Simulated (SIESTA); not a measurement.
Runs of SIESTA 5.4.2 on ScSi2. The structure is hexagonal, space group P6/mmm (No. 191). The conventional cell has a = 3.660 Å, b = 3.660 Å, c = 3.870 Å, α = 90.00°, β = 90.00°, γ = 120.00°. Sc (site symmetry 6/mmm) has 12 Si at 2.87 Å as nearest neighbours. Si (site symmetry -6m2) is surrounded by 3 Si at 2.11 Å. 

| task | level | potentials or basis | polarization grid | energy shift | gap on the mesh (eV) | pressure (GPa) |
| --- | --- | --- | --- | --- | --- | --- |
| Berry-phase polarisation | LDA | PseudoDojo 0.4 standard (LDA files), SZP (energy shift 0.002 Ry) | 18 × 5 × 4 | 0.002 Ry | none | (a) |
| single point | PBE | PseudoDojo 0.4 standard (PBE files), DZP (energy shift 0.002 Ry; radii capped at 9.5 bohr) | - | 0.002 Ry | none | 26.1 |
| single point | PBE | PseudoDojo 0.4 standard (PBE files), DZP (energy shift 0.003 Ry; two zetas on semicore shells) | - | 0.003 Ry | none | 26.3 |
| atomic charges | LDA | PseudoDojo 0.4 standard (LDA files), DZP (energy shift 0.002 Ry) | - | 0.002 Ry | none | 18.5 |
| band structure | SVWN5 | SPMS 1.0 NC or PseudoDojo by element (PBE files), DZP (energy shift 0.002 Ry) | - | 0.002 Ry | none | (b) |

Alike in all rows: no spin polarisation; cell as given; k mesh 8 × 8 × 7; smearing fermi-dirac 0.05 eV; grid cutoff 800 Ry.

Question: Estimate the missing entries.

Answer: (a) 22.2; (b) 21.8.

Caveats: so large a pressure means that the cell lies far from this level's equilibrium, or that cutoff or potentials fall short; the basis of atomic orbitals isn't converged, which shifts pressures, moduli and gaps; semicore shells carry a single zeta, which can move pressures by several GPa and volumes by a few percent (some runs); the potentials were made for another functional, which shifts forces and pressure (some runs).

A k mesh can miss the band edges.

A gap of «none» marks a metal or a gap under the smearing width.

Not every run made on this cell is shown here.
